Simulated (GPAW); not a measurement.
Write an ASE script for GPAW 26.7.0 that does the following.

```
Task                : electrostatic potential
Functional          : PBE
Potentials or basis : GPAW PAW data sets (gpaw-data 1.2.1)
Cutoff              : 600 eV
Basis               : pw
k mesh              : 5 × 5 × 4
Occupations         : fermi-dirac, width 0.05 eV
Spin                : collinear spin, ferromagnetic start
Starting moments    : [1.0, 1.0, 0.0, 0.6, 0.0] μB
Ranks               : 8
Maxiter             : 150
```

NiMoIrPdW:

```
Ni Mo Pd Ir W
1.0
     4.14670    0.00000    0.00000
    -2.07335    3.59115    0.00000
     0.00000    0.00000    5.41629
Ni Mo Pd Ir W
1 1 1 1 1
Direct
  0.00000 0.00000 0.02221
  0.66667 0.33333 0.45996
  0.33333 0.66667 0.74601
  0.33333 0.66667 0.25641
  0.66667 0.33333 0.99985
```

The cell was built by a generator and needn't be a form met in nature.

These files were run (other wordings do the same):

run.py

```python
from ase import Atoms
from ase.dft.bandgap import bandgap
from ase.io import write
from ase.units import Bohr, GPa
from ase.parallel import parprint
from gpaw import GPAW, PW
from gpaw.elf import elf_from_dft_calculation

atoms = Atoms(['Ni', 'Mo', 'Pd', 'Ir', 'W'],
              cell=[[4.1467010644, 0.0, 0.0],
                    [-2.0733505322, 3.5911484637, 0.0],
                    [0.0, 0.0, 5.41629]],
              scaled_positions=[[0.0, 0.0, 0.02221],
                                [0.6666666667, 0.3333333333, 0.45996],
                                [0.3333333333, 0.6666666667, 0.74601],
                                [0.3333333333, 0.6666666667, 0.25641],
                                [0.6666666667, 0.3333333333, 0.99985]],
              pbc=True)
atoms.set_initial_magnetic_moments([1.0, 1.0, 0.0, 0.6, 0.0])

calc = GPAW(mode=PW(600),
            xc='PBE',
            kpts={'size': (5, 5, 4), 'gamma': True},
            occupations={'name': 'fermi-dirac', 'width': 0.05},
            nbands=64,
            convergence={'density': 1e-05, 'energy': 1e-05},
            maxiter=150,
            txt='gpaw.txt')
atoms.calc = calc
energy = atoms.get_potential_energy()
forces = atoms.get_forces()
stress = atoms.get_stress()
calc.write('gs.gpw')
write('result.traj', atoms)
parprint(f'Energy: {energy:.6f} eV')
parprint('Forces (eV/A):')
parprint(forces.round(4))
parprint('Stress (GPa):', (stress / GPa).round(3))
parprint('Moments:', calc.get_magnetic_moments().round(3))
parprint('Fermi level:', round(calc.get_fermi_level(), 4), 'eV')
parprint(f'Gap: {bandgap(calc)[0]:.4f} eV, direct: {bandgap(calc, direct=True)[0]:.4f} eV')

# fields on the real-space grid
write('density.cube', atoms, data=calc.get_pseudo_density() * Bohr**3)
write('potential.cube', atoms, data=calc.get_electrostatic_potential())
write('spin.cube', atoms, data=(calc.get_pseudo_density(spin=0) - calc.get_pseudo_density(spin=1)) * Bohr**3)
write('elf.cube', atoms, data=elf_from_dft_calculation(calc).data)
```

Potentials or basis: GPAW PAW data sets (gpaw-data 1.2.1), pw.

The run is started by

```sh
$ OMP_NUM_THREADS=1 mpirun -n 8 gpaw python run.py
```

Results of the run:

```yaml
Pressure: 0.3 GPa
Largest_force: 0.113 eV/Å
Band_gap_on_the_k_mesh: none (metal or under the smearing width)
Net_moment: 0.00 μB per cell
```

Caveat: the stock nickel data set gives pressures a few GPa off other programs.

Wall time 23 s on 8 MPI ranks on Intel(R) Xeon(R) 6975P-C (Granite Rapids), with other jobs on the host, peak memory 0.24 GiB a rank.
